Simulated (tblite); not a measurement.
# C2H9FGeN2: the cost of one run

Programs: tblite 0.8.0 and PySCF 2.14.0, with density-fitted response routines of our own. Each step states its level of theory. These are calculated values for one molecule in the gas phase, unless marked as measured. Atoms count from 0, in the outputs and in this text.

## 1. Starting geometry

15 atoms, charge 0, multiplicity 1; geometry from: force field or distance geometry start.

Bonds of the start (Å): C0–N1 1.48, N1–C2 1.45, C2–Ge3 1.96, Ge3–N4 1.87, Ge3–F5 1.75, C0–H6 1.11, C0–H7 1.10, C0–H8 1.11, N1–H9 1.05, C2–H10 1.12, C2–H11 1.11, Ge3–H12 1.56, N4–H13 1.04, N4–H14 1.04.

## 2. Geometry optimisation with GFN2-xTB

What the job is given:

```
{"job": {"kind": "relax", "xc": "GFN2-xTB", "basis": "xTB"}, "charge": 0, "multiplicity": 1}
C      2.105800    -0.915200     0.296800
N      0.771800    -0.352600     0.587000
C      0.295000     0.417500    -0.539100
Ge    -1.517300     1.066300    -0.178300
N     -2.644800    -0.398700     0.130500
F     -2.107700     1.985900    -1.543000
H      2.827100    -0.100300     0.066000
H      2.041600    -1.609700    -0.557400
H      2.470000    -1.483200     1.179400
H      0.882600     0.293600     1.413200
H      0.237700    -0.214700    -1.456100
H      0.938600     1.295500    -0.731500
H     -1.499200     1.958800     1.102800
H     -2.238100    -0.931900     0.923100
H     -2.567400    -1.003300    -0.715300
```

Launch:

```bash
$ OMP_NUM_THREADS=1 python probes_run.py task.json out
```

One launch serves the whole session: the jobs run in the order shown.

**Question.** How long does this first job take on 1 thread of Arm Neoverse N1, shared host?

About 1.6 s.
